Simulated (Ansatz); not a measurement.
# CH5NOZn: the cost of one run

Method: RHF/def2-SVP, in Ansatz 0.2.0.

## Step 1: Starting point

Bond lengths: N1–Zn2 1.853 Å, Zn2–C3 2.003 Å, C3–O4 1.437 Å, N1–H5 1.012 Å, N1–H6 1.010 Å, C3–H7 1.092 Å, C3–H8 1.093 Å, O4–H9 0.966 Å. Angles: N1–Zn2–C3 143.7°, Zn2–N1–H5 114.6°, Zn2–N1–H6 121.9°, H5–N1–H6 106.3°, Zn2–C3–O4 86.5°, Zn2–C3–H7 120.9°, Zn2–C3–H8 117.7°, O4–C3–H7 110.0°, O4–C3–H8 110.3°, H7–C3–H8 108.7°, C3–O4–H9 110.1°.

Coordinates:

```xyz
9

N    -0.9888    2.0095    0.2337
Zn    0.4228    0.8138    0.3405
C     0.9048   -1.1277    0.2492
O    -0.1865   -1.2652   -0.6750
H    -1.5110    1.9687   -0.6324
H    -0.8751    2.9900    0.4496
H     1.8351   -1.4540   -0.2207
H     0.7275   -1.7380    1.1383
H    -0.3288   -2.1972   -0.8833
```

## Step 2: End point A

Input file input.yaml:

```yaml
crystal:
  periodic: [false, false, false]
  atoms:
    - { symbol: "N", position_ang: [-0.98878, 2.00946, 0.23372] }
    - { symbol: Zn, position_ang: [0.42279, 0.81383, 0.3405] }
    - { symbol: C, position_ang: [0.90479, -1.1277, 0.24924] }
    - { symbol: O, position_ang: [-0.18652, -1.26521, -0.67504] }
    - { symbol: H, position_ang: [-1.51103, 1.96872, -0.63237] }
    - { symbol: H, position_ang: [-0.87513, 2.99003, 0.44965] }
    - { symbol: H, position_ang: [1.83514, -1.45398, -0.22069] }
    - { symbol: H, position_ang: [0.72751, -1.73795, 1.13827] }
    - { symbol: H, position_ang: [-0.32876, -2.19721, -0.88329] }
basis:
  gaussian: { orbitals: def2-SVP }
hamiltonian:
  xc: hf
relax:
  f_tol: 0.015
  max_steps: 40
```

On the command line:

```console
ansatz run input.yaml --threads 1 --pin off --max-ram 2048MiB --backend cpu --events-out ev --progress --plain --runs-dir out
```

**Question.** How long does this run take on 1 thread of Intel Xeon Platinum 8259CL at 2.50GHz (Skylake/Cascade Lake), shared host, and how much memory does it need?

About 40 s, with a peak of 0.23 GiB.
